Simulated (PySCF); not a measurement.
# TlCl⁺ at other levels of theory

Aim: see what other levels and later steps give for TlCl⁺.

The runs use PySCF 2.14.0; each script names its method and basis.

7 further runs of the same task are left out: 2 for a known fault of the program, 5 that didn't finish.

### Step 1. Starting geometry

TlCl⁺: 2 atoms, charge 1, spin multiplicity 2.

Bond lengths: Tl1–Cl2 2.250 Å.

### Step 2. The run that the others are compared with

Contents of input.py:

```python
from pyscf import gto, scf

mol = gto.M(
    atom='Tl 0 0 0; Cl 0 0 2.25',
    basis='lanl2dz',
    ecp={'Tl': 'lanl2dz', 'Cl': 'lanl2dz'},
    charge=1,
    spin=1,
    verbose=4,
)
mf = scf.UHF(mol)
mf.kernel()
mf.stability(internal=True, external=True)
mf.dip_moment()
print('orbital energies (hartree):', [e[max(0, n-3):n+3].round(4) for e, n in zip(mf.mo_energy, mol.nelec)])
```

Launch:

```console
$ OMP_NUM_THREADS=1 python input.py
```

### Step 3. Lc_wpbe (UKS)

Variant 1 changes functional: none (Hartree–Fock) → lc_wpbe; SCF type: UHF → UKS; step after the SCF: stability → analyze.

input.py: that of step 2 with these lines changed.

```diff
@@ -1,2 +1,2 @@
-from pyscf import gto, scf
+from pyscf import gto, dft
 
@@ -10,5 +10,5 @@
 )
-mf = scf.UHF(mol)
+mf = dft.UKS(mol, xc='lc_wpbe')
 mf.kernel()
-mf.stability(internal=True, external=True)
+mf.mulliken_pop()
 mf.dip_moment()
```

### Step 4. Population analysis

Variant 2 changes step after the SCF: stability → analyze.

input.py: that of step 2 with these lines changed.

```diff
@@ -12,3 +12,3 @@
 mf.kernel()
-mf.stability(internal=True, external=True)
+mf.mulliken_pop()
 mf.dip_moment()
```

### Step 5. MP2

Variant 3 changes step after the SCF: stability → mp2.

input.py: that of step 2 with these lines changed.

```diff
@@ -1,2 +1,2 @@
-from pyscf import gto, scf
+from pyscf import gto, scf, mp
 
@@ -12,3 +12,3 @@
 mf.kernel()
-mf.stability(internal=True, external=True)
+mp.MP2(mf).kernel()
 mf.dip_moment()
```

### Step 6. Olyp (UKS)

Variant 4 changes functional: none (Hartree–Fock) → olyp; SCF type: UHF → UKS; step after the SCF: stability → analyze.

input.py: that of step 2 with these lines changed.

```diff
@@ -1,2 +1,2 @@
-from pyscf import gto, scf
+from pyscf import gto, dft
 
@@ -10,5 +10,5 @@
 )
-mf = scf.UHF(mol)
+mf = dft.UKS(mol, xc='olyp')
 mf.kernel()
-mf.stability(internal=True, external=True)
+mf.mulliken_pop()
 mf.dip_moment()
```

**Question.** What will these runs give? Wanted: for each run, E(SCF); from base; gap, α spin; after the SCF.

**Answer**, as computed:

| run | E(SCF) (hartree) | from base (eV) | cycles | gap, α spin (eV) | after the SCF |
| --- | --- | --- | --- | --- | --- |
| base | -64.581476 | 0 | 13 | 12.47 | stable |
| lc_wpbe (UKS) | -66.367002 | not comparable | 11 | 11.74 | n/a |
| population analysis | -64.581476 | 0.0000 | 13 | 12.47 | n/a |
| MP2 | -64.581476 | 0.0000 | 13 | 12.47 | MP2 correlation -3.034 eV |
| olyp (UKS) | -66.530047 | not comparable | 12 | 5.91 | n/a |

In words: A lower total energy from another functional means nothing by itself.
